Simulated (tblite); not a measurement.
# C9H12Si: the cost of one run

The runs use tblite 0.8.0 and PySCF 2.14.0, with density-fitted response routines of our own; the level of theory stands in each step. All values are computed, except where a source is named. Atoms count from 0, in the outputs and in this text.

### Step 1. The molecule as given

22 atoms, charge 0, multiplicity 1; geometry from: force field or distance geometry start.

Bonds of the start (Å): Si0–C1 1.87, C1–C2 1.51, C2–C3 1.54, C3–C4 1.34, C4–C5 1.49, C5–C6 1.53, C6–C7 1.49, C7–C8 1.35, C6–C9 1.49, C8–C2 1.54, C9–C2 1.55, C9–C5 1.50, Si0–H10 1.48, Si0–H11 1.49, Si0–H12 1.49, C1–H13 1.11, C1–H14 1.09, C3–H15 1.09, C4–H16 1.09, C5–H17 1.08, C6–H18 1.08, C7–H19 1.09, C8–H20 1.08, C9–H21 1.08.

### Step 2. Optimising the geometry with GFN2-xTB

The job: settings as JSON, then the geometry in Å.

```
{"job": {"kind": "relax", "xc": "GFN2-xTB", "basis": "xTB"}, "charge": 0, "multiplicity": 1}
Si     2.855800    -0.156500    -0.260400
C      1.403800    -0.894200     0.660200
C      0.062300    -0.205700     0.589700
C     -0.007700     1.287200     0.950800
C     -0.859600     1.906100     0.128900
C     -1.421800     1.036700    -0.943700
C     -2.069000    -0.321500    -0.658200
C     -2.183400    -0.899300     0.707600
C     -1.031500    -0.910900     1.404900
C     -0.587700    -0.205000    -0.819100
H      4.047600    -1.006700    -0.077400
H      2.548800    -0.084100    -1.712000
H      3.159800     1.205100     0.263100
H      1.713700    -0.968100     1.721000
H      1.297800    -1.925000     0.321200
H      0.480600     1.727800     1.823300
H     -1.119200     2.958800     0.200300
H     -1.546700     1.476100    -1.919700
H     -2.641600    -0.798600    -1.434500
H     -3.121400    -1.296100     1.082400
H     -0.916900    -1.261100     2.418200
H     -0.074100    -0.645300    -1.655700
```

Command:

```bash
> OMP_NUM_THREADS=1 python probes_run.py task.json out
```

One launch serves the whole session: the jobs run in the order shown.

**Question.** How long does this first job take on 1 thread of Intel Xeon Platinum 8488C, shared host?

About 1.1 s.
